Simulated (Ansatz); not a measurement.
BFH4OSi, SMILES OB(F)[SiH3]: vertical spin-state energies, run with Ansatz 0.2.0 through its Python package.

`run_spin.py`
```python
"""Vertical spin-state energies of BFH4OSi."""

import ansatz as az

GEOMETRY = """
O     1.64750    0.96910   -0.30120
B     0.85670   -0.21360   -0.02090
F     1.51810   -1.47720    0.00700
Si   -0.97230   -0.12350    0.32630
H     1.55710    1.09570   -1.31620
H    -1.29490    0.74110    1.49550
H    -1.70890    0.42310   -0.84040
H    -1.51120   -1.47190    0.59420
"""


def main() -> None:
    system = az.Crystal.molecule()
    for line in GEOMETRY.strip().splitlines():
        symbol, *xyz = line.split()
        system = system.atom(symbol, [float(v) for v in xyz])

    calc = (
        system.calculation()
        .basis(gaussian="cc-pVTZ")
        .functional("hf")
    )
    found = {}
    for unpaired in [0, 2]:
        data = calc.spin("collinear", total=unpaired).run().report
        s = unpaired / 2
        found[unpaired] = data["free_energy_ev"]
        print(f"2S+1 = {unpaired + 1}: E = {found[unpaired]:.5f} eV, <S^2> = {abs(data['mean_field']['state']['spin_squared']):.3f} (pure state {s * (s + 1):.2f})")
    lowest = min(found, key=found.get)
    for unpaired, e in found.items():
        print(f"multiplicity {unpaired + 1}: {96.485332 * (e - found[lowest]):.1f} kJ/mol above the lowest")


if __name__ == "__main__":
    main()
```

Which spin state is lowest at this geometry, and how far above lie the others?

In order: multiplicity 1 (+0.00 eV) and multiplicity 3 (+4.67 eV), all at the one geometry.

The output:

Running `python run_spin.py` prints:
```text
2S+1 = 1: E = -13344.33223 eV, <S^2> = 0.000 (pure state 0.00)
2S+1 = 3: E = -13339.65800 eV, <S^2> = 2.016 (pure state 2.00)
multiplicity 1: 0.0 kJ/mol above the lowest
multiplicity 3: 451.0 kJ/mol above the lowest
```

Caveats:
- Total energies depend on the basis set; only differences at equal settings carry meaning.
- The geometry is a force-field or estimated start, not a minimum of this method, and the basis set is short of its limit. All parts are taken at fixed geometry, without zero-point energy.
- Hartree-Fock leaves correlation out, so it favours high-spin states too much.
- Timing: 11 s on 1 thread of Intel(R) Xeon(R) Platinum 8488C (Sapphire Rapids), on a shared host, peak memory 0.47 GiB.

(Lines on the test bed's own set-up are left out of the output.)
